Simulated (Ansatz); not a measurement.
# LuAlCu: the cost of one run

Program: Ansatz 0.2.0. Level of theory: DFT r²SCAN, scalar-relativistic, plane waves, PAW. These are calculated values, not measurements.

1 further run of the same task is left out (set aside as unsound or not needed). Runs told in other sessions of the task aren't counted.

## Step 1: The structure to begin with

The cell holds 23 atoms (Al8Cu7Lu8): a = 7.535 Å, b = 7.535 Å, c = 9.036 Å, α = 114.33°, β = 114.33°, γ = 90.68°.

The coordinates of this cell stand in the input of its own run.

The host was relaxed before at r²SCAN: a = 5.297 Å, b = 5.360 Å, c = 7.320 Å, α = 90.00°, β = 90.00°, γ = 90.00° (conventional cell), 17.319 Å³/atom.

Places, in fractions of the supercell: a vacancy on Cu at (0.625, 0.875, 0.750). Its neighbours start displaced at random, with a spread of 0.05 Å in each coordinate.

## Step 2: The perfect crystal in the supercell of 24 atoms

Input file input.yaml:

```yaml
crystal:
  lattice:
    - [-5.2967033635, 5.3598535372, 0.0]
    - [-5.2967033635, -5.3598535372, 0.0]
    - [5.2967033635, 0.0, 7.3204550826]
  atoms:
    - { symbol: Al, position: [0.0, 0.5, 0.5] }
    - { symbol: Al, position: [0.75, 0.75, 0.0] }
    - { symbol: Al, position: [0.5, 1.0, 0.5] }
    - { symbol: Al, position: [0.25, 0.25, 0.0] }
    - { symbol: Al, position: [0.75, 0.75, 0.5] }
    - { symbol: Al, position: [0.5, 1.0, 1.0] }
    - { symbol: Al, position: [0.25, 0.25, 0.5] }
    - { symbol: Al, position: [0.0, 0.5, 0.0] }
    - { symbol: Cu, position: [0.625, 0.875, 0.75] }
    - { symbol: Cu, position: [0.375, 0.125, 0.25] }
    - { symbol: Cu, position: [0.125, 0.375, 0.75] }
    - { symbol: Cu, position: [0.875, 0.625, 0.25] }
    - { symbol: Cu, position: [0.625, 0.375, 0.25] }
    - { symbol: Cu, position: [0.375, 0.625, 0.75] }
    - { symbol: Cu, position: [0.125, 0.875, 0.25] }
    - { symbol: Cu, position: [0.875, 0.125, 0.75] }
    - { symbol: Lu, position: [0.3133171497, 0.5633171497, 0.3766342995] }
    - { symbol: Lu, position: [0.0633171497, 0.8133171497, 0.8766342995] }
    - { symbol: Lu, position: [0.8133171497, 0.0633171497, 0.3766342995] }
    - { symbol: Lu, position: [0.5633171497, 0.3133171497, 0.8766342995] }
    - { symbol: Lu, position: [0.9366828503, 0.1866828503, 0.1233657005] }
    - { symbol: Lu, position: [0.6866828503, 0.4366828503, 0.6233657005] }
    - { symbol: Lu, position: [0.4366828503, 0.6866828503, 0.1233657005] }
    - { symbol: Lu, position: [0.1866828503, 0.9366828503, 0.6233657005] }
basis:
  ecutwfc: 500
  xc_grid: 3
kpoints:
  mp_grid: { grid: [3, 3, 3], shift: [0.0, 0.0, 0.0] }
hamiltonian:
  xc: r2scan
scf:
  occupations: { method: gaussian, width: 0.05 }
output:
  forces: true
  stress: true
  eigenvalues: true
```

Started as:

```bash
$ ansatz run input.yaml --threads 8 --pin off --max-ram 14336MiB --backend cpu --events-out ev --progress --plain --runs-dir out
```

What time and memory should one allow on 8 threads of AMD EPYC 9R45 (Zen 5), shared host?

About 6.3 s, with a peak of 4.5 GiB.
